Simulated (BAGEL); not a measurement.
# PBE0/cc-pVDZ (density fitting with qzvpp-jkfit) run of GeNH4Cl (SMILES [NH2][GeH2][Cl])

Aim: the energy change on altering one bond length of GeNH4Cl at PBE0/cc-pVDZ (density fitting with qzvpp-jkfit), from 2 runs. 

The results are computed with BAGEL 1.2.2.

2 further runs of the same task are left out: 1 that didn't finish, 1 set aside as unsound or not needed.

**1. The molecule**

GeNH4Cl: 7 atoms, total charge 0, spin state singlet. SMILES: `[NH2][GeH2][Cl]`. Geometry: relaxed at PBE0-D4/def2-TZVP. This is one conformer, not always the lowest.

Bond lengths: N1–Ge2 1.818 Å, Ge2–Cl3 2.176 Å, N1–H4 1.010 Å, N1–H5 1.010 Å, Ge2–H6 1.530 Å, Ge2–H7 1.530 Å. Angles: N1–Ge2–Cl3 112.8°, N1–Ge2–H6 108.7°, N1–Ge2–H7 108.7°, Cl3–Ge2–H6 105.8°, Cl3–Ge2–H7 105.8°, Ge2–N1–H4 115.0°, Ge2–N1–H5 115.0°, H6–Ge2–H7 115.1°, H4–N1–H5 109.1°.

**2. The energy at PBE0/cc-pVDZ (density fitting with qzvpp-jkfit)**

dft.json reads:

```json
{ "bagel" : [

{
  "title" : "molecule",
  "basis" : "cc-pvdz.json",
  "df_basis" : "qzvpp-jkfit",
  "angstrom" : true,
  "geometry" : [
    { "atom" : "N", "xyz" : [   -0.792900,    0.515500,   -0.722700 ] },
    { "atom" : "Ge", "xyz" : [    0.579900,    0.003300,    0.353200 ] },
    { "atom" : "Cl", "xyz" : [    0.394500,   -2.054600,    1.034500 ] },
    { "atom" : "H", "xyz" : [   -1.700900,    0.526800,   -0.279600 ] },
    { "atom" : "H", "xyz" : [   -0.858900,    0.014700,   -1.597700 ] },
    { "atom" : "H", "xyz" : [    0.559300,    0.864900,    1.617200 ] },
    { "atom" : "H", "xyz" : [    1.880200,    0.061300,   -0.450600 ] }
  ]
},
{
  "title" : "ks",
  "xc_func" : "pbe0"
},
{
  "title" : "print",
  "file" : "orbitals.molden",
  "orbitals" : true
}

]}
```

The basis set cc-pVDZ is read from a file made from the Basis Set Exchange's data (not shown).

The run is started by

```console
BAGEL_NUM_THREADS=1 BAGEL dft.json > dft.out
```

What it wrote:

```text
* using 1 threads per process

  ===============================================================
  ===============================================================

  *** Geometry ***

  { "atom" : "N", "xyz" : [     -1.498364,      0.974154,     -1.365705 ] },
  { "atom" : "Ge", "xyz" : [      1.095852,      0.006236,      0.667451 ] },
  { "atom" : "Cl", "xyz" : [      0.745497,     -3.882631,      1.954922 ] },
  { "atom" : "H", "xyz" : [     -3.214235,      0.995508,     -0.528367 ] },
  { "atom" : "H", "xyz" : [     -1.623086,      0.027779,     -3.019215 ] },
  { "atom" : "H", "xyz" : [      1.056924,      1.634424,      3.056065 ] },
  { "atom" : "H", "xyz" : [      3.553063,      0.115840,     -0.851511 ] },

  Number of auxiliary basis functions:      543

  Since a DF basis is specified, we compute 2- and 3-index integrals:
    o Being stored without compression. Storage requirement is 0.027 GB

  Number of basis functions:       79
  Number of electrons      :       60

    * METHOD: MOLECULE                             0.26

  *** Kohn-Sham DFT ***

    * Removing 11928 points whose weight is below 1.00e-10
    * Grid points: 92414

  === Nuclear Repulsion ===
   274.8234797802

       - DIIS with orbital gradients will be used.

  === KS iteration (pbe0 / cc-pvdz.json) ===
      0      -2571.04257705          0.08851712           0.33
      1      -2459.76167674          0.28180857           0.32
      2      -2566.81056662          0.08608471           0.32
      3      -2512.79127627          0.37883423           0.31
      4      -2543.66292793          0.22117736           0.31
      5      -2550.18948200          0.21138043           0.31
      6      -2548.67224357          0.23326344           0.31
      7      -2473.59284942          0.29430663           0.32
      8      -2541.41085576          0.10938608           0.32
      9      -2570.86811357          0.10296014           0.32
     10      -2591.42784138          0.05118864           0.32
     11      -2593.56449198          0.01877515           0.32
     12      -2593.88121763          0.00679080           0.31
     13      -2593.90548217          0.00122173           0.32
     14      -2593.90637455          0.00052091           0.31
     15      -2593.90658268          0.00024312           0.32
     16      -2593.90661017          0.00003782           0.32
     17      -2593.90661156          0.00000505           0.32
     18      -2593.90661159          0.00000199           0.32
     19      -2593.90661160          0.00000041           0.31
     20      -2593.90661160          0.00000011           0.31
     21      -2593.90661160          0.00000007           0.32
     22      -2593.90661160          0.00000001           0.32
     23      -2593.90661160          0.00000001           0.32
    * SCF iteration converged.

    * Permanent dipole moment:
           (    0.299024,    -0.572122,     0.413444) a.u.

    * METHOD: KS                                   8.02

    * METHOD: PRINT                                0.01

  ===============================================================
```

It took 8.7 s on 1 thread of Arm Neoverse V2, shared host; peak memory 0.4 GiB.

**3. The distorted shape, same level**

calc.json reads:

```json
{ "bagel": [

{
  "title": "molecule",
  "basis": "cc-pvdz.json",
  "df_basis": "qzvpp-jkfit",
  "angstrom": true,
  "geometry": [
    { "atom": "N", "xyz": [      -1.443071,       0.486499,      -0.320787 ] },
    { "atom": "Ge", "xyz": [      -0.070271,      -0.025701,       0.755113 ] },
    { "atom": "Cl", "xyz": [      -0.255671,      -2.083601,       1.436413 ] },
    { "atom": "H", "xyz": [      -2.351071,       0.497799,       0.122313 ] },
    { "atom": "H", "xyz": [      -1.509071,      -0.014301,      -1.195787 ] },
    { "atom": "H", "xyz": [      -0.090871,       0.835899,       2.019113 ] },
    { "atom": "H", "xyz": [       1.880200,       0.061300,      -0.450600 ] }
  ]
},

{
  "title": "ks",
  "xc_func": "pbe0"
},

{
  "title": "print",
  "file": "orbitals.molden",
  "orbitals": true
}

]}
```

The basis set cc-pVDZ is read from a file made from the Basis Set Exchange's data (not shown).

The run is started by

```console
BAGEL_NUM_THREADS=1 BAGEL calc.json > calc.out
```

What it wrote:

```text
* using 1 threads per process

  ===============================================================
  ===============================================================

  *** Geometry ***

  { "atom" : "N", "xyz" : [     -2.727009,      0.919350,     -0.606200 ] },
  { "atom" : "Ge", "xyz" : [     -0.132793,     -0.048568,      1.426957 ] },
  { "atom" : "Cl", "xyz" : [     -0.483148,     -3.937435,      2.714427 ] },
  { "atom" : "H", "xyz" : [     -4.442880,      0.940704,      0.231138 ] },
  { "atom" : "H", "xyz" : [     -2.851731,     -0.027025,     -2.259710 ] },
  { "atom" : "H", "xyz" : [     -0.171721,      1.579620,      3.815571 ] },
  { "atom" : "H", "xyz" : [      3.553063,      0.115840,     -0.851511 ] },

  Number of auxiliary basis functions:      543

  Since a DF basis is specified, we compute 2- and 3-index integrals:
    o Being stored without compression. Storage requirement is 0.027 GB

  Number of basis functions:       79
  Number of electrons      :       60

    * METHOD: MOLECULE                             0.26

  *** Kohn-Sham DFT ***

    * Removing 11456 points whose weight is below 1.00e-10
    * Grid points: 92886

  === Nuclear Repulsion ===
   270.2928112203

       - DIIS with orbital gradients will be used.

  === KS iteration (pbe0 / cc-pvdz.json) ===
      0      -2571.27640669          0.08854227           0.33
      1      -2461.27306655          0.27181658           0.32
      2      -2567.03671349          0.08085886           0.32
      3      -2450.01564427          0.38338997           0.32
      4      -2543.71591535          0.20840728           0.32
      5      -2512.06437768          0.36193017           0.32
      6      -2514.80044070          0.35479842           0.32
      7      -2469.76012115          0.25977268           0.32
      8      -2541.47100147          0.10051205           0.32
      9      -2570.98721053          0.09933931           0.32
     10      -2585.63373139          0.08070004           0.32
     11      -2593.51335601          0.02085055           0.31
     12      -2593.60312469          0.01392414           0.31
     13      -2593.78741497          0.00775197           0.31
     14      -2593.82872653          0.00214943           0.32
     15      -2593.83211257          0.00122472           0.32
     16      -2593.83307151          0.00013865           0.32
     17      -2593.83308895          0.00004290           0.32
     18      -2593.83308987          0.00000845           0.32
     19      -2593.83308990          0.00000376           0.31
     20      -2593.83308992          0.00000064           0.32
     21      -2593.83308992          0.00000038           0.31
     22      -2593.83308992          0.00000020           0.31
     23      -2593.83308992          0.00000004           0.31
     24      -2593.83308992          0.00000001           0.31
     25      -2593.83308992          0.00000001           0.31
    * SCF iteration converged.

    * Permanent dipole moment:
           (    0.718613,    -0.484434,     0.161391) a.u.

    * METHOD: KS                                   8.67

    * METHOD: PRINT                                0.01

  ===============================================================
```

It took 9.3 s on 1 thread of Arm Neoverse V2, shared host; peak memory 0.4 GiB.

**4. Outcome**

Level: PBE0/cc-pVDZ (density fitting with qzvpp-jkfit).

| quantity | value |
| --- | --- |
| first shape: total energy | -2593.90661 Eh |
| first shape: dipole moment | 1.95 D |
| first shape: HOMO energy | -7.73 eV |
| first shape: LUMO energy | 0.53 eV |
| first shape: HOMO–LUMO gap | 8.26 eV |
| distorted shape: total energy | -2593.83309 Eh |
| distorted shape: dipole moment | 2.24 D |
| distorted shape: HOMO energy | -7.81 eV |
| distorted shape: LUMO energy | -1.97 eV |
| distorted shape: HOMO–LUMO gap | 5.84 eV |
| energy change with the Ge2–H7 bond stretched from 1.530 to 2.295 Å | 2.001 eV |

**Reading.** With the Ge2–H7 bond stretched from 1.530 to 2.295 Å the energy rises by 2.00 eV (193 kJ/mol). The first shape isn't relaxed at this level, so the change isn't measured from a minimum.
